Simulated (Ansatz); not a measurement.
# C3O5: the cost of one run

Method: the levels named in each step, in Ansatz 0.2.0.

### Step 1. The structure to begin with

Bond lengths: O1–C2 1.143 Å, C2–O3 1.144 Å, O4–C5 1.146 Å, C5–O6 1.142 Å, C7–O8 1.128 Å. Angles: O1–C2–O3 179.5°, O4–C5–O6 179.3°.

As a file:

```xyz
8

O     2.1254    0.7324    1.1190
C     1.0167    0.7702    1.3958
O    -0.0908    0.8159    1.6789
O    -0.9350    0.1793   -1.0929
C    -1.9701    0.0447   -0.6201
O    -3.0069   -0.0888   -0.1613
C     1.1446   -1.4166   -0.6923
O     1.7638   -1.1869   -1.6063
```

### Step 2. A rough first relaxation, PBE-D4/def2-SVP

This run stands in another session on the same molecule. It ended at:

```xyz
8

O     1.9708    1.0462    1.0215
C     0.8937    0.8080    1.4221
O    -0.1831    0.5774    1.8316
O    -0.9902    0.6327   -1.1488
C    -1.9355    0.2056   -0.5942
O    -2.8844   -0.2201   -0.0533
C     1.2984   -1.5236   -0.7436
O     1.8780   -1.6763   -1.7145
```

### Step 3. Relaxation, PBE0-D4/def2-TZVPP

File input.yaml:

```yaml
crystal:
  periodic: [false, false, false]
  atoms:
    - { symbol: O, position_ang: [1.97076287, 1.04620984, 1.02152292] }
    - { symbol: C, position_ang: [0.89371103, 0.80799807, 1.42205008] }
    - { symbol: O, position_ang: [-0.18306548, 0.57735986, 1.83160587] }
    - { symbol: O, position_ang: [-0.99018526, 0.63265686, -1.14877269] }
    - { symbol: C, position_ang: [-1.93546289, 0.20564594, -0.59424919] }
    - { symbol: O, position_ang: [-2.8844455, -0.22006431, -0.05326253] }
    - { symbol: C, position_ang: [1.29842485, -1.52356788, -0.74360656] }
    - { symbol: O, position_ang: [1.87795039, -1.67626837, -1.71448789] }
basis:
  gaussian: { orbitals: def2-TZVPP }
hamiltonian:
  xc: pbe0
  dispersion: d4
relax:
  f_tol: 0.002
  max_steps: 150
```

The run is started by

```bash
$ ansatz run input.yaml --threads 4 --pin off --max-ram 10240MiB --backend cpu --events-out ev --progress --plain --runs-dir out
```

Q: Estimate wall time and peak memory on 4 threads of Intel Xeon Platinum 8259CL at 2.50GHz (Skylake/Cascade Lake), shared host.

About 4.8 min, with a peak of 0.75 GiB.
